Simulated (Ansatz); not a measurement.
# ClMo: the cost of one run

The runs use Ansatz 0.2.0, Gaussian basis; def2-QZVPP, core rule «outside noble gas», up to 9 orbitals frozen.

The runs, in order: UHF; ROHF; CCSD(T) on UHF.

## 1. What is computed

The geometry is a PBE0/def2-TZVP stationary point (not a proven minimum). No spin-orbit coupling is included. Elements past krypton take def2 core potentials.

2 atoms, charge 1, spin multiplicity 7.

Atoms are counted from 1 here; the program's logs count them from 0.

Bond lengths: Mo1–Cl2 2.637 Å.

## 2. UHF

in.yaml

```yaml
crystal:
  periodic: [false, false, false]
  atoms:
    - {symbol: Mo, position_ang: [0.000000, 0.000000, 0.000000]}
    - {symbol: Cl, position_ang: [0.000000, 0.000000, 2.637200]}
basis:
  gaussian: {orbitals: "def2-QZVPP.json"}
total_charge: 1
magnetization: {spin_polarized: true, initial_magnetization: 6}
hamiltonian: {xc: hf}
output: {orbitals: {seedname: orbitals}}
```

Run with:

```
> ansatz run in.yaml --threads 1 --pin off --events-out ev --progress --plain --max-ram 4096MiB --backend cpu
```

Q: Estimate wall time and peak memory on 1 thread of AMD EPYC 7R13, shared host.

About 9.5 s, with a peak of 0.39 GiB.
